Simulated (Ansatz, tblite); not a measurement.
**The cluster Be3Se2+: which isomer is lowest**

Which shape does the cluster Be3Se2+ prefer? Candidates from a tight-binding search are relaxed and compared.

The runs use Ansatz 0.2.0, Gaussian basis; relaxed with PBE-D4/def2-SVP, doublet.

3 further runs of the same task are left out: 3 set aside as unsound or not needed.

**1. The system as given**

5 atoms, charge 1, spin multiplicity 2.

Atoms are counted from 1 here; the program's logs count them from 0.

Bond lengths: Be1–Se4 2.152 Å, Be1–Se5 2.152 Å, Be2–Se4 2.151 Å, Be2–Se5 2.154 Å, Be3–Se4 2.151 Å, Be3–Se5 2.152 Å. Angles: Se4–Be1–Se5 105.1°, Se4–Be2–Se5 105.1°, Se4–Be3–Se5 105.1°, Be1–Se4–Be2 63.6°, Be1–Se4–Be3 63.7°, Be2–Se4–Be3 63.5°, Be1–Se5–Be2 63.6°, Be1–Se5–Be3 63.6°, Be2–Se5–Be3 63.4°.

As a file:

```xyz
5
Be3Se2
Be   -0.40958   -0.87770   -0.88180
Be    0.58524    1.10099   -0.39495
Be   -0.17503   -0.22009    1.27760
Se   -1.51721    0.78063   -0.07352
Se    1.51657   -0.78383    0.07267
```

The ion is computed in the gas phase, without counter-ions or solvent.

A search from random starts with GFN1-xTB found 5 distinct shapes; 2 go on here. The structure above is candidate A, which lies 0.00 eV above the lowest at that level; B lies 0.45 eV above the lowest at that level.

**2. Relaxing candidate A**

The input, in.yaml:

```yaml
crystal:
  periodic: [false, false, false]
  atoms:
    - {symbol: Be, position_ang: [-0.409580, -0.877700, -0.881800]}
    - {symbol: Be, position_ang: [0.585240, 1.100990, -0.394950]}
    - {symbol: Be, position_ang: [-0.175030, -0.220090, 1.277600]}
    - {symbol: Se, position_ang: [-1.517210, 0.780630, -0.073520]}
    - {symbol: Se, position_ang: [1.516570, -0.783830, 0.072670]}
basis:
  gaussian: {orbitals: def2-SVP}
total_charge: 1
magnetization: {spin_polarized: true, initial_magnetization: 1}
hamiltonian: {xc: pbe, dispersion: d4}
scf: {omitted_lower_state_checks: [starts]}
output: {orbitals: {seedname: orbitals}}
relax: {f_tol: 0.02, max_steps: 100}
```

Run with:

```sh
$ ansatz run in.yaml --threads 4 --pin off --events-out ev --progress --plain --max-ram 3916MiB
```

Log, shortened:

```text
Functional definition: PBE
  name "PBE"
  cite "Perdew, Burke & Ernzerhof, Phys. Rev. Lett. 77, 3865 (1996) doi:10.1103/PhysRevLett.77.3865"
  parent pbe
[...]
1094 factors; their error is unknown
[...]
mean field -131859.12665518 eV, -4845.7335272518 hartree, gradient 3.1e-5 eV, S^2 0.757731; 0 other end points of the search recorded, 0 dependent functions left out
[...]
reference -131859.12670417 eV, -4845.7335290520 hartree; 40, 39 occupied and 51, 52 virtual orbitals, 1094 factors
relax step   1: F+E_penalty+E_count = -131859.30358068 eV  Δ(F+E_penalty+E_count) = +0.000e0 eV  max|allowed force component| = 3.915e-1 eV/Å  Δτ_max = 0.0000 Å  (29 SCF iters, accepted)
[...]
relax step   3: F+E_penalty+E_count = -131859.31208184 eV  Δ(F+E_penalty+E_count) = -1.027e-3 eV  max|allowed force component| = 4.720e-2 eV/Å  Δτ_max = 0.0133 Å  (30 SCF iters, accepted)
[...]
relax step   4: F+E_penalty+E_count = -131859.31238892 eV  Δ(F+E_penalty+E_count) = -3.071e-4 eV  max|allowed force component| = 9.956e-4 eV/Å  Δτ_max = 0.0044 Å  (27 SCF iters, accepted)
[...]
1094 factors; their error is unknown
mean field -131859.13600173 eV, -4845.7338707312 hartree, gradient 1.9e-5 eV, S^2 0.758080; 0 other end points of the search recorded, 0 dependent functions left out
[...]
reference -131859.13605064 eV, -4845.7338725284 hartree; 40, 39 occupied and 51, 52 virtual orbitals, 1094 factors
Total energy: -131859.31243783 eV, -4845.7403546381 hartree
Atom 0 at    -0.411404    -0.880974    -0.883797 Å, force    -0.000519    -0.000277    -0.000169 eV/Å
Atom 1 at     0.588604     1.105035    -0.398661 Å, force     0.000945     0.000212    -0.000673 eV/Å
Atom 2 at    -0.177080    -0.223785     1.282555 Å, force    -0.000541    -0.000765     0.000996 eV/Å
Atom 3 at    -1.533053     0.789938    -0.073880 Å, force     0.000010     0.000033    -0.000043 eV/Å
Atom 4 at     1.532923    -0.790213     0.073784 Å, force     0.000105     0.000798    -0.000110 eV/Å
Dipole moment:     0.000034     0.000095     0.000036 e Å
Checks for a lower state left out: starts
```

It took 11 s on 4 threads of Intel Xeon Platinum 8259CL at 2.50GHz, shared host.

Along the way:

```
step  energy from step 1 (eV)  largest force component (eV/Å)
   1                   0.0000                          0.3915
   2                  -0.0075                          0.0918
   3                  -0.0085                          0.0472
   4                  -0.0088                          0.0010
```

Distances of close pairs at the start and the end, largest changes first:

```
   bond  before (Å)  after (Å)  change (Å)
Be2–Se4       2.151      2.169      +0.019
Be3–Se4       2.151      2.169      +0.018
Be1–Se4       2.152      2.169      +0.018
Be1–Se5       2.152      2.169      +0.018
Be3–Se5       2.152      2.169      +0.017
Be2–Se5       2.154      2.170      +0.016
```

**3. Relaxing candidate B**

The input, in.yaml:

```yaml
crystal:
  periodic: [false, false, false]
  atoms:
    - {symbol: Be, position_ang: [-1.579120, 1.284280, 0.221760]}
    - {symbol: Be, position_ang: [1.421430, -0.225830, -0.117640]}
    - {symbol: Be, position_ang: [-0.825150, -0.537890, -0.012330]}
    - {symbol: Se, position_ang: [0.417660, 1.580700, 0.162040]}
    - {symbol: Se, position_ang: [0.565180, -2.101270, -0.253840]}
basis:
  gaussian: {orbitals: def2-SVP}
total_charge: 1
magnetization: {spin_polarized: true, initial_magnetization: 1}
hamiltonian: {xc: pbe, dispersion: d4}
scf: {omitted_lower_state_checks: [starts]}
output: {orbitals: {seedname: orbitals}}
relax: {f_tol: 0.02, max_steps: 100}
```

The command is unchanged.

Log, shortened:

```text
Functional definition: PBE
  name "PBE"
  cite "Perdew, Burke & Ernzerhof, Phys. Rev. Lett. 77, 3865 (1996) doi:10.1103/PhysRevLett.77.3865"
  parent pbe
[...]
1094 factors; their error is unknown
[...]
mean field -131858.15693315 eV, -4845.6978906244 hartree, gradient 1.3e-5 eV, S^2 0.753193; 0 other end points of the search recorded, 0 dependent functions left out
[...]
reference -131858.15697902 eV, -4845.6978923100 hartree; 40, 39 occupied and 51, 52 virtual orbitals, 1094 factors
relax step   1: F+E_penalty+E_count = -131858.31816707 eV  Δ(F+E_penalty+E_count) = +0.000e0 eV  max|allowed force component| = 1.548e0 eV/Å  Δτ_max = 0.0000 Å  (37 SCF iters, accepted)
[...]
relax step   4: F+E_penalty+E_count = -131858.51721409 eV  Δ(F+E_penalty+E_count) = -3.681e-3 eV  max|allowed force component| = 8.978e-2 eV/Å  Δτ_max = 0.0256 Å  (30 SCF iters, accepted)
[...]
1094 factors; their error is unknown
mean field -131858.72579540 eV, -4845.7187959267 hartree, gradient 2.5e-5 eV, S^2 0.754145; 0 other end points of the search recorded, 0 dependent functions left out
[...]
reference -131858.72583806 eV, -4845.7187974943 hartree; 40, 39 occupied and 51, 52 virtual orbitals, 1094 factors
Total energy: -131858.88164586 eV, -4845.7245233252 hartree
Atom 0 at    -1.121162     1.075444    -0.067095 Å, force     0.002757     0.005178    -0.005620 eV/Å
Atom 1 at     1.000644    -0.002456    -0.108929 Å, force    -0.013983     0.003823    -0.001774 eV/Å
Atom 2 at    -1.079959    -1.069289     0.306323 Å, force    -0.006027    -0.013649     0.005718 eV/Å
Atom 3 at     0.642819     2.001360     0.305212 Å, force     0.010247     0.006465     0.003328 eV/Å
Atom 4 at     0.557658    -2.005068    -0.435521 Å, force     0.007006    -0.001817    -0.001652 eV/Å
Dipole moment:    -0.977848     0.004674     0.105950 e Å
Checks for a lower state left out: starts
```

Run time: 20 s. Hardware: 4 threads of Intel Xeon Platinum 8259CL at 2.50GHz, shared host.

The steps of the relaxation: (the energy doesn't fall at every step)

```
step  energy from step 1 (eV)  largest force component (eV/Å)
   1                   0.0000                          1.5479
   2                  -0.1813                          0.4123
   3                  -0.1954                          0.0815
   4                  -0.1990                          0.0898
   5                  -0.2446                          0.4197
   6                  -0.2938                          0.8072
   7                  -0.3532                          1.1466
   8                  -0.4804                          0.2715
   9                  -0.5484                          0.2820
  10                  -0.5621                          0.1528
  11                  -0.5582                          0.0566
  12                  -0.5634                          0.0140
```

Distances of close pairs at the start and the end, largest changes first:

```
   bond  before (Å)  after (Å)  change (Å)
Be3–Se4       2.462      3.521      +1.059
Be1–Be3       1.986      2.177      +0.192
Be3–Se5       2.106      2.027      -0.079
Be2–Se5       2.066      2.077      +0.011
Be2–Se4       2.086      2.077      -0.008
Be1–Se4       2.020      2.027      +0.007
```

Contacts that opened: Be3–Se4 2.46 to 3.52 Å.

**4. The relaxed candidates**

```
candidate  point group         bonds (count, mean Å)  energy above the lowest (kJ/mol)
        A          D3h                 Be–Se 6, 2.17                               0.0
        B           C2  Be–Se 4, 2.05; Be–Be 1, 2.18                              41.6
```

**5. Candidate B, GFN1-xTB**

Tight binding, by tblite at 300 K electronic temperature and without a spin-polarisation term:

```python
tblite.interface.Calculator('GFN1-xTB', numbers, positions, charge=1, uhf=1).singlepoint()
```

Energy -233.7917 eV; 0.005 s.

**6. Candidate B, GFN2-xTB**

Tight binding, by tblite at 300 K electronic temperature and without a spin-polarisation term:

```python
tblite.interface.Calculator('GFN2-xTB', numbers, positions, charge=1, uhf=1).singlepoint()
```

Energy -217.6782 eV; 0.011 s.

**7. Candidate B, PBE0-D4/def2-TZVP**

start.molden holds the orbitals of an earlier run on this state, given as this run's starting guess.

The input, in.yaml:

```yaml
crystal:
  periodic: [false, false, false]
  atoms:
    - {symbol: Be, position_ang: [-1.121162, 1.075444, -0.067095]}
    - {symbol: Be, position_ang: [1.000644, -0.002456, -0.108929]}
    - {symbol: Be, position_ang: [-1.079959, -1.069289, 0.306323]}
    - {symbol: Se, position_ang: [0.642819, 2.001360, 0.305212]}
    - {symbol: Se, position_ang: [0.557658, -2.005068, -0.435521]}
basis:
  gaussian: {orbitals: def2-TZVP, initial_orbitals: start.molden}
total_charge: 1
magnetization: {spin_polarized: true, initial_magnetization: 1}
hamiltonian: {xc: pbe0, dispersion: d4}
scf: {omitted_lower_state_checks: [starts]}
output: {orbitals: {seedname: orbitals}}
```

The command is unchanged.

Log:

```text
Functional definition: PBE0
  name "PBE0"
  cite "Adamo & Barone, J. Chem. Phys. 110, 6158 (1999) doi:10.1063/1.478522"
  cite "Perdew, Burke & Ernzerhof, Phys. Rev. Lett. 77, 3865 (1996) doi:10.1103/PhysRevLett.77.3865"
  parent pbe
  parameter a = 0.25
  parameter kappa = 0.804
  parameter beta = 0.06672455060314922
  exchange = (1 - a)*pbe_x(kappa = kappa, mu = beta*pi^2/3) + a*exact_x
  correlation = pbe_c(beta = beta)
these checks for a lower state are left out or cut short: starts
1247 factors; their error is unknown
mean field evaluation 1: about -131839.0559 eV, gradient 1.4e2 eV
mean field evaluation 2: about -131856.8111 eV, gradient 2.7e1 eV
mean field evaluation 4: about -131879.0879 eV, gradient 5.9e0 eV
mean field evaluation 8: about -131880.5969 eV, gradient 5.9e-4 eV
mean field -131880.59685116 eV, -4846.5225424011 hartree, gradient 2.4e-5 eV, S^2 0.758686; 0 other end points of the search recorded, 0 dependent functions left out
reference -131880.59688191 eV, -4846.5225435310 hartree; 40, 39 occupied and 113, 114 virtual orbitals, 1247 factors
Total energy: -131880.73104735 eV, -4846.5274740198 hartree
Checks for a lower state left out: starts
```

Wall time 4.9 s (4 threads of Intel Xeon Platinum 8259CL at 2.50GHz, shared host); peak memory 0.59 GiB.

From the report: HOMO -12.07 eV, LUMO -9.71 eV (over both spins); ⟨S²⟩ 0.759 (pure: 0.75).

**8. Candidate B, PBE-D4/def2-TZVP**

Changes to in.yaml since step 7:

```diff
@@ -12,4 +12,4 @@
 magnetization: {spin_polarized: true, initial_magnetization: 1}
-hamiltonian: {xc: pbe0, dispersion: d4}
+hamiltonian: {xc: pbe, dispersion: d4}
 scf: {omitted_lower_state_checks: [starts]}
-output: {orbitals: {seedname: orbitals}}
+output: {forces: true, orbitals: {seedname: orbitals}}
```

The command is unchanged.

Log, shortened:

```text
Functional definition: PBE
  name "PBE"
  cite "Perdew, Burke & Ernzerhof, Phys. Rev. Lett. 77, 3865 (1996) doi:10.1103/PhysRevLett.77.3865"
  parent pbe
[...]
1197 factors; their error is unknown
[...]
mean field -131876.07077326 eV, -4846.3562121062 hartree, gradient 3.3e-5 eV, S^2 0.755216; 0 other end points of the search recorded, 0 dependent functions left out
[...]
reference -131876.07081463 eV, -4846.3562136262 hartree; 40, 39 occupied and 113, 114 virtual orbitals, 1197 factors
Total energy: -131876.22662244 eV, -4846.3619394579 hartree
Atom 0 at    -1.121162     1.075444    -0.067095 Å, force     0.229805     0.038794     0.014712 eV/Å
Atom 1 at     1.000644    -0.002456    -0.108929 Å, force    -0.093353     0.002698     0.007017 eV/Å
Atom 2 at    -1.079959    -1.069289     0.306323 Å, force     0.212851    -0.046581    -0.063036 eV/Å
Atom 3 at     0.642819     2.001360     0.305212 Å, force    -0.180225    -0.167429    -0.035889 eV/Å
Atom 4 at     0.557658    -2.005068    -0.435521 Å, force    -0.169078     0.172518     0.077196 eV/Å
Dipole moment:    -0.988519     0.004906     0.107115 e Å
Checks for a lower state left out: starts
```

It took 2.6 s on 4 threads of Intel Xeon Platinum 8259CL at 2.50GHz, shared host.

From the report: HOMO -11.11 eV, LUMO -10.35 eV (over both spins); ⟨S²⟩ 0.755 (pure: 0.75).

**9. Candidate B, r2SCAN-D4/def2-TZVP**

Changes to in.yaml since step 8:

```diff
@@ -12,4 +12,4 @@
 magnetization: {spin_polarized: true, initial_magnetization: 1}
-hamiltonian: {xc: pbe, dispersion: d4}
+hamiltonian: {xc: r2scan, dispersion: d4}
 scf: {omitted_lower_state_checks: [starts]}
-output: {forces: true, orbitals: {seedname: orbitals}}
+output: {orbitals: {seedname: orbitals}}
```

Same command.

Log:

```text
Functional definition: r2SCAN
  name "r2SCAN"
  cite "Furness, Kaplan, Ning, Perdew & Sun, J. Phys. Chem. Lett. 11, 8208 (2020) doi:10.1021/acs.jpclett.0c02405"
  cite "Furness, Kaplan, Ning, Perdew & Sun, J. Phys. Chem. Lett. 11, 9248 (2020) doi:10.1021/acs.jpclett.0c03077"
  parent r2scan
  parameter k0 = 0.174
  parameter k1 = 0.065
  parameter a1 = 4.9479
  exchange = r2scan_x(k0 = k0, k1 = k1, a1 = a1)
  correlation = r2scan_c
these checks for a lower state are left out or cut short: starts
1197 factors; their error is unknown
mean field evaluation 1: about -131896.9258 eV, gradient 6.2e0 eV
mean field evaluation 2: about -131896.9717 eV, gradient 8.0e-2 eV
mean field evaluation 4: about -131896.9026 eV, gradient 3.5e-3 eV
mean field -131896.90258998 eV, -4847.1217672500 hartree, gradient 3.0e-5 eV, S^2 0.760643; 0 other end points of the search recorded, 0 dependent functions left out
reference -131896.90260627 eV, -4847.1217678487 hartree; 40, 39 occupied and 113, 114 virtual orbitals, 1197 factors
Total energy: -131896.93530287 eV, -4847.1229694268 hartree
Checks for a lower state left out: starts
```

Wall time 5.5 s (4 threads of Intel Xeon Platinum 8259CL at 2.50GHz, shared host).

Report: HOMO -11.29 eV, LUMO -10.05 eV (over both spins); ⟨S²⟩ 0.761 (pure: 0.75).

**10. Candidate B, r2SCANh-D4/def2-TZVP**

Changes to in.yaml since step 9:

```diff
@@ -12,3 +12,3 @@
 magnetization: {spin_polarized: true, initial_magnetization: 1}
-hamiltonian: {xc: r2scan, dispersion: d4}
+hamiltonian: {xc: {name: r2SCANh}, dispersion: d4}
 scf: {omitted_lower_state_checks: [starts]}
```

Launched as before.

Log, shortened:

```text
Functional definition: r2SCANh
  name "r2SCANh"
  cite "Bursch, Neugebauer, Ehlert & Grimme, J. Chem. Phys. 156, 134105 (2022) doi:10.1063/5.0086040"
  cite "Furness, Kaplan, Ning, Perdew & Sun, J. Phys. Chem. Lett. 11, 8208 (2020) doi:10.1021/acs.jpclett.0c02405"
  cite "Furness, Kaplan, Ning, Perdew & Sun, J. Phys. Chem. Lett. 11, 9248 (2020) doi:10.1021/acs.jpclett.0c03077"
  parent r2scan
[...]
1203 factors; their error is unknown
[...]
mean field -131896.69454815 eV, -4847.1141218540 hartree, gradient 3.5e-5 eV, S^2 0.761336; 0 other end points of the search recorded, 0 dependent functions left out
reference -131896.69456301 eV, -4847.1141224001 hartree; 40, 39 occupied and 113, 114 virtual orbitals, 1203 factors
Total energy: -131896.73146989 eV, -4847.1154787029 hartree
Checks for a lower state left out: starts
```

Wall time 7 s (4 threads of Intel Xeon Platinum 8259CL at 2.50GHz, shared host); peak memory 0.64 GiB.

HOMO -11.65 eV, LUMO -9.81 eV (over both spins); ⟨S²⟩ 0.761 (pure: 0.75).

**11. Candidate B, BHLYP-D4/def2-TZVP**

Changes to in.yaml since step 10:

```diff
@@ -12,3 +12,3 @@
 magnetization: {spin_polarized: true, initial_magnetization: 1}
-hamiltonian: {xc: {name: r2SCANh}, dispersion: d4}
+hamiltonian: {xc: {name: BHLYP}, dispersion: d4}
 scf: {omitted_lower_state_checks: [starts]}
```

The command is unchanged.

Log:

```text
Functional definition: BHLYP
  name "BHLYP"
  cite "Becke, J. Chem. Phys. 98, 1372 (1993) doi:10.1063/1.464304"
  cite "Becke, Phys. Rev. A 38, 3098 (1988) doi:10.1103/PhysRevA.38.3098"
  cite "Lee, Yang & Parr, Phys. Rev. B 37, 785 (1988) doi:10.1103/PhysRevB.37.785"
  parameter a = 0.5
  exchange = (1 - a)*b88_x + a*exact_x
  correlation = lyp_c
these checks for a lower state are left out or cut short: starts
1115 factors; integrals over basis functions are off by at most 6.8e-4 eV
mean field evaluation 1: about -131896.2165 eV, gradient 7.4e0 eV
mean field evaluation 2: about -131896.3197 eV, gradient 1.9e-1 eV
mean field evaluation 4: about -131896.9622 eV, gradient 2.0e-2 eV
mean field evaluation 8: about -131896.9625 eV, gradient 8.9e-6 eV
mean field -131896.96254462 eV, -4847.1239705424 hartree, gradient 1.5e-5 eV, S^2 0.761981; 0 other end points of the search recorded, 0 dependent functions left out
reference -131896.96270665 eV, -4847.1239764971 hartree; 40, 39 occupied and 113, 114 virtual orbitals, 1115 factors
Total energy: -131897.20373242 eV, -4847.1328340307 hartree
Checks for a lower state left out: starts
```

Wall time 5.5 s (4 threads of Intel Xeon Platinum 8259CL at 2.50GHz, shared host).

Report: HOMO -12.85 eV, LUMO -9.09 eV (over both spins); ⟨S²⟩ 0.762 (pure: 0.75).

**12. Candidate B, CCSD(T)/def2-SVP**

Changes to in.yaml since step 11:

```diff
@@ -9,7 +9,7 @@
 basis:
-  gaussian: {orbitals: def2-TZVP, initial_orbitals: start.molden}
+  gaussian: {orbitals: def2-SVP, initial_orbitals: start.molden}
 total_charge: 1
 magnetization: {spin_polarized: true, initial_magnetization: 1}
-hamiltonian: {xc: {name: BHLYP}, dispersion: d4}
-scf: {omitted_lower_state_checks: [starts]}
+correlation: {method: ccsd_t}
+scf: {omitted_lower_state_checks: [starts, cluster_reference]}
 output: {orbitals: {seedname: orbitals}}
```

Launched as before.

Log, shortened:

```text
Functional definition: HF
  name "HF"
  cite "Fock, Z. Phys. 61, 126 (1930) doi:10.1007/BF01340294"
  parent pbe
[...]
998 factors; integrals over basis functions are off by at most 2.2e-4 eV
[...]
mean field -131779.12420631 eV, -4842.7934914832 hartree, gradient 2.3e-6 eV, S^2 0.762490; 0 other end points of the search recorded, 0 dependent functions left out
18 core orbitals not correlated: weight in the atoms' cores, before any rotation towards them, 1.000 or more for the frozen orbitals, at most 0.000 for the correlated occupied ones
reference -131779.12420631 eV, -4842.7934914832 hartree; 22, 21 occupied and 51, 52 virtual orbitals, 998 factors
second order -14.35504590 eV of doubles, -0.00000000 eV of singles
cycle   1  -14.06225658 eV  change    2.9e-1 eV  update   1.0e-1
[...]
cycle  13  -14.51106211 eV  change   -4.0e-5 eV  update   3.8e-5
perturbative correction -0.55379417 eV, -0.0203515605 hartree
Total energy: -131794.18906260 eV, -4843.3471147405 hartree
Checks for a lower state left out: starts, cluster_reference
```

It took 14 s on 4 threads of Intel Xeon Platinum 8259CL at 2.50GHz, shared host; peak memory 0.72 GiB.

From the report: Hartree-Fock HOMO -14.07 eV, LUMO -6.74 eV (over both spins); ⟨S²⟩ 0.762 (pure: 0.75); T1 0.018.

**13. B against A**

The energies of A at these levels come from its own runs, whose logs aren't repeated here.

```
              method  B above A (kJ/mol)  from CCSD(T)/def2-SVP (kJ/mol)     time
            GFN1-xTB                59.3                           +44.1   0.01 s
            GFN2-xTB              -126.1                          -141.3  0.028 s
         HF/def2-SVP               -16.3                           -31.5         
    PBE-D4/def2-TZVP                50.1                           +34.9    4.9 s
 r2SCAN-D4/def2-TZVP                41.4                           +26.2     11 s
r2SCANh-D4/def2-TZVP                41.6                           +26.4     14 s
   PBE0-D4/def2-TZVP                46.7                           +31.5    8.6 s
  BHLYP-D4/def2-TZVP                22.0                            +6.8     11 s
        MP2/def2-SVP                22.8                            +7.6         
       CCSD/def2-SVP                13.5                            -1.7         
    CCSD(T)/def2-SVP                15.2                               0     28 s
```

Among the levels timed on like hardware and quicker than the yardstick, those that no quicker one beats, quickest first: GFN1-xTB (0.01 s, +44.1 kJ/mol); PBE-D4/def2-TZVP (4.9 s, +34.9 kJ/mol); PBE0-D4/def2-TZVP (8.6 s, +31.5 kJ/mol); BHLYP-D4/def2-TZVP (11 s, +6.8 kJ/mol).

Times add the two runs; a level without a time comes out of a correlated run.

**14. Results**

```
                   quantity                  value
B above A, CCSD(T)/def2-SVP           +15.2 kJ/mol
    levels that put B lower  GFN2-xTB, HF/def2-SVP
```

The levels disagree on B and A: 2 of 11 put B lower. The yardstick is in a double-zeta basis, so levels in larger sets aren't compared like for like. CCSD(T)/def2-SVP isn't at the basis-set limit; small misses against it rank nothing. The search was small, so a lower isomer may exist. Only doublets are compared; another spin may lie lower and prefer another shape.
